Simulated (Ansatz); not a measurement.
# Cd2TeO: a single-point run

Wanted: a converged single-point run for Cd2TeO, and a check of what comes out. The structure is shown as the input types it. The cell is built on a prototype (ordering on zincblende) and needn't be the phase found in nature.

Program: Ansatz 0.2.0. Level of theory: density functional or hybrid calculation with the settings of its input, plane waves (as first typed). These are calculated values, not measurements.

## Step 1: The starting structure

It takes space group P-4m2 (No. 115, tetragonal). The conventional cell has a = 4.205 Å, b = 4.205 Å, c = 5.401 Å, α = 90.00°, β = 90.00°, γ = 90.00°. O (site symmetry -4m2) has 4 Cd at 2.27 Å as nearest neighbours. Cd (site symmetry 2mm) has 2 O at 2.27 Å and 2 Te at 2.79 Å as nearest neighbours. Te (site symmetry -4m2) is surrounded by 4 Cd at 2.79 Å.

The input asks for a charge of +1 e on the cell.

Coordinates:

```
CELL_PARAMETERS angstrom
4.20513 0.00000 0.00000
0.00000 4.20513 0.00000
0.00000 0.00000 5.40071
ATOMIC_POSITIONS crystal
O 0.00000 0.00000 0.00000
Cd 0.00000 0.50000 0.83989
Te 0.50000 0.50000 0.50000
Cd 0.50000 0.00000 0.16011
```

## Step 2: Input and run

Contents of input.yaml:

```yaml
crystal:
  lattice:
    - [4.2051349867, 0.0, 0.0]
    - [0.0, 4.2051349867, 0.0]
    - [0.0, 0.0, 5.4007120652]
  atoms:
    - { symbol: O, position: [0.0, 0.0, 0.0] }
    - { symbol: Cd, position: [0.0, 0.5, 0.8398944457] }
    - { symbol: Te, position: [0.5, 0.5, 0.5] }
    - { symbol: Cd, position: [0.5, 0.0, 0.1601055543] }
kpoints:
  mp_grid: { grid: [4, 4, 4] }
hamiltonian:
  xc: pbe
scf:
  occupations: { method: fermi_dirac, width: 0.02 }
  n_extra_bands: 5
  max_iter: 88
output:
  forces: true
  stress: true
  eigenvalues: true
total_charge: 1
```

The run is started by

```sh
> ansatz run input.yaml --threads 4 --pin off --max-ram 3686MiB --backend cpu --events-out ev --progress --plain --runs-dir out
```

**Question.** How will this run end, and is anything wrong with its input?

This run ends as converged. Convergence says nothing about whether the input makes sense.

In the input, total_charge is 1. The typed charge changes the electron count, so this is no longer the system that was meant.

To check: delete total_charge (the default then holds).
